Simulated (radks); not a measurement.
**Co²⁺ in [Ar] 3d7: an all-electron calculation**

The task here is to estimate one member of a computed series from the others.

Program: radks (a radial shooting solver on a logarithmic mesh, Libxc functionals) version 1. Level of theory: non-relativistic Kohn-Sham, AM05, spin-polarised, spherical densities, point nucleus; open shells are filled with parallel spins first. These are calculated values, not measurements, unless marked.

**Starting point**

| Item | Value |
| --- | --- |
| element | cobalt (Z = 27) |
| charge | +2 |
| electrons | 25 |
| configuration | [Ar] 3d7 |

The outer shells:

Co²⁺
```
[Ar] core
3d [↑↓][↑↓][↑ ][↑ ][↑ ]
```

Set-up of the first run:

The run's settings:

```text
Z 27
configuration [Ar] 3d7 4s0 4p0
relativity non-relativistic
functional am05,am05
spin polarised
nucleus point
```

Among the steps run: Self-consistent calculation.

One of the session's tables, all rows but one given; the rest of the session is left out.

It belongs to the step «Radial structure». Radial moments (bohr):

| level | <r> | outermost maximum (interpolated) | 90 % within | nodes |
| --- | --- | --- | --- | --- |
| 1s up | 0.05698 | 0.0375 | 0.101 | 0 |
| 1s down | 0.05698 | 0.0375 | 0.101 | 0 |
| 2s up | 0.2593 | 0.216 | 0.401 | 1 |
| 2s down | 0.2589 | 0.216 | 0.401 | 1 |
| 2p up | 0.2266 | 0.173 | 0.371 | 0 |
| 2p down | 0.2263 | 0.173 | 0.370 | 0 |
| 3s up | ? | ? | ? | ? |
| 3s down | 0.7864 | 0.678 | 1.18 | 2 |
| 3p up | 0.8196 | 0.682 | 1.26 | 1 |
| 3p down | 0.8237 | 0.683 | 1.27 | 1 |
| 3d up | 1.001 | 0.662 | 1.72 | 0 |
| 3d down | 1.036 | 0.670 | 1.80 | 0 |
| 4s up | 2.415 | 2.09 | 3.56 | 3 |
| 4s down | 2.485 | 2.14 | 3.67 | 3 |
| 4p up | 2.891 | 2.46 | 4.31 | 2 |
| 4p down | 2.991 | 2.55 | 4.46 | 2 |

Q: Estimate the row for 3s up from the others.

The run gave: <r>: 0.7841; outermost maximum (interpolated): 0.677; 90 % within: 1.18; nodes: 2. In the column «<r>» it lies between 2s up (0.2593) and 3s down (0.7864).

Caveats from the session: Open shells are spherical and high-spin; term and fine-structure splittings are not resolved.
